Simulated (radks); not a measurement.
# The first electron to leave Ho¹⁰⁺

Ho¹⁰⁺ stands in [Kr] 4d10 4f(5/2: 6, 7/2: 1) 5s2 5p(1/2: 2, 3/2: 0). From which sub-shell is an electron easiest to take? Each removal is a run of its own. The parent's configuration is the lowest that an earlier search found at this level.

Program: radks (a radial shooting solver on a logarithmic mesh, Libxc functionals) version 1. Level of theory: Dirac Kohn-Sham, PBE, spin-unpolarised, spherical densities, finite nucleus. These are calculated values, not measurements, unless marked.

4 further runs of the same task are left out: 4 set aside as unsound or not needed.

## 1. What is computed

- element: holmium (Z = 67)
- charge: +10
- electrons: 57
- configuration: [Kr] 4d10 4f(5/2: 6, 7/2: 1) 5s2 5p(1/2: 2, 3/2: 0)
- nuclear rms radius: 5.2022 fm

A shell typed twice in an input gives the lower j, then the higher j.

## 2. The parent, Ho¹⁰⁺

The parent was computed earlier with the same settings: E = -12598.189775 hartree. Its outer levels (eV):

```csv
level,occupation,energy (eV)
4p3/2,4,-476.81
4d3/2,4,-347.87
4d5/2,6,-340.22
5s1/2,2,-206.50
4f5/2,6,-182.71
4f7/2,1,-181.38
5p1/2,2,-180.44
5p3/2,0,-171.76
```

## 3. Remove 5p1/2: [Kr] 4d10 4f(5/2: 6, 7/2: 1) 5s2 5p(1/2: 1, 3/2: 0)

The run's settings:

```text
Z 67
configuration [Kr] 4d10 4f6 4f1 5s2 5p1 5p0
relativity Dirac
functional pbe,pbe
spin unpolarised
j_filling energy
nucleus finite rms 5.2022 fm
c 137.035999084
```

## 4. Remove 4f7/2: [Kr] 4d10 4f(5/2: 6, 7/2: 0) 5s2 5p(1/2: 2, 3/2: 0)

Input: that of step 3 with these lines changed.

```diff
@@ -1,3 +1,3 @@
 Z 67
-configuration [Kr] 4d10 4f6 4f1 5s2 5p1 5p0
+configuration [Kr] 4d10 4f6 4f0 5s2 5p2 5p0
 relativity Dirac
```

## 5. Remove 4f5/2: [Kr] 4d10 4f(5/2: 5, 7/2: 1) 5s2 5p(1/2: 2, 3/2: 0)

Input: that of step 4 with these lines changed.

```diff
@@ -1,3 +1,3 @@
 Z 67
-configuration [Kr] 4d10 4f6 4f0 5s2 5p2 5p0
+configuration [Kr] 4d10 4f5 4f1 5s2 5p2 5p0
 relativity Dirac
```

## 6. Remove 5s1/2: [Kr] 4d10 4f(5/2: 6, 7/2: 1) 5s1 5p(1/2: 2, 3/2: 0)

Input: that of step 5 with these lines changed.

```diff
@@ -1,3 +1,3 @@
 Z 67
-configuration [Kr] 4d10 4f5 4f1 5s2 5p2 5p0
+configuration [Kr] 4d10 4f6 4f1 5s1 5p2 5p0
 relativity Dirac
```

Q: Predict the outcome of this session. Wanted: for each run, case; final configuration; Δ-SCF; −ε of the level emptied.

As calculated:

| case | final configuration | Δ-SCF (eV) | −ε of the level emptied (eV) |
| --- | --- | --- | --- |
| remove 5p1/2 | [Kr] 4d10 4f(5/2: 6, 7/2: 1) 5s2 5p(1/2: 1, 3/2: 0) | 189.80 | 180.44 |
| remove 4f7/2 | [Kr] 4d10 4f(5/2: 6, 7/2: 0) 5s2 5p(1/2: 2, 3/2: 0) | 196.27 | 181.38 |
| remove 4f5/2 | [Kr] 4d10 4f(5/2: 5, 7/2: 1) 5s2 5p(1/2: 2, 3/2: 0) | 197.67 | 182.71 |
| remove 5s1/2 | [Kr] 4d10 4f(5/2: 6, 7/2: 1) 5s1 5p(1/2: 2, 3/2: 0) | 216.37 | 206.50 |

What this shows: The 5p1/2 electron leaves first, at 189.80 eV; the next cheapest, 4f7/2, costs 196.27 eV. 5p1/2 is also the highest occupied level of the parent. NIST lists 197 eV (theoretical); its ground configuration differs from the one found lowest here for the parent and the ion. Spin polarisation and multiplet splitting are left out, so open shells lie too high by an amount that depends on their filling.
